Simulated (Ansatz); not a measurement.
# Re: the cost of one run

Method: DFT PBEsol, scalar-relativistic, in Ansatz 0.2.0.

## Step 1: The structure to begin with

It takes space group P6_3/mmc (No. 194, hexagonal). Conventional cell: a = 2.603 Å, b = 2.603 Å, c = 4.162 Å, α = 90.00°, β = 90.00°, γ = 120.00°. Around Re (site symmetry -6m2) lie 12 Re at 2.57 to 2.60 Å.

Structure file:

```cif
data_structure
_symmetry_space_group_name_H-M 'P6_3/mmc'
_symmetry_Int_Tables_number 194
_cell_length_a 2.6029
_cell_length_b 2.6029
_cell_length_c 4.1620
_cell_angle_alpha 90.000
_cell_angle_beta 90.000
_cell_angle_gamma 120.000
_cell_volume 24.42
loop_
_atom_site_label
_atom_site_type_symbol
_atom_site_symmetry_multiplicity
_atom_site_Wyckoff_symbol
_atom_site_fract_x
_atom_site_fract_y
_atom_site_fract_z
_atom_site_occupancy
Re1 Re 2 c 0.33333 0.66667 0.25000 1
```

The file gives the conventional cell by its symmetry; the runs use the cell typed in the input.

Atoms are numbered in the order of the input: Re1, Re2.

## Step 2: Volume × 0.94, LAPW

File input.yaml:

```yaml
crystal:
  lattice:
    - [2.5497657329, 0.0, 0.0]
    - [-1.2748828664, 2.2081618983, 0.0]
    - [0.0, 0.0, 4.0770373845]
  atoms:
    - { symbol: Re, position: [0.3333333333, 0.6666666667, 0.25] }
    - { symbol: Re, position: [0.6666666667, 0.3333333333, 0.75] }
kpoints:
  mp_grid: { grid: [18, 18, 10] }
  band_path:
    path:
      - [0.0, 0.0, 0.0]
      - [0.5, 0.0, 0.0]
      - [0.3333333333, 0.3333333333, 0.0]
      - [0.0, 0.0, 0.0]
      - [0.0, 0.0, 0.5]
      - [0.5, 0.0, 0.5]
      - [0.3333333333, 0.3333333333, 0.5]
      - [0.0, 0.0, 0.5]
      - [0.5, 0.0, 0.5]
    npoints: 5
scf:
  occupations: { method: fermi_dirac, width: 0.05 }
hamiltonian:
  xc: pbesol
  pseudopotentials: { kind: all_electron, lapw: { basis_error: 0.00025 } }
output:
  forces: true
  stress: true
  eigenvalues: true
```

Command:

```bash
> ansatz run input.yaml --threads 1 --pin off --max-ram 3072MiB --backend cpu --events-out ev --progress --plain --runs-dir out
```

**Question.** How long does this run take on 1 thread of Intel Xeon Platinum 8375C at 2.90GHz (Ice Lake), shared host, and how much memory does it need?

About 2.3 min, with a peak of 1.2 GiB.
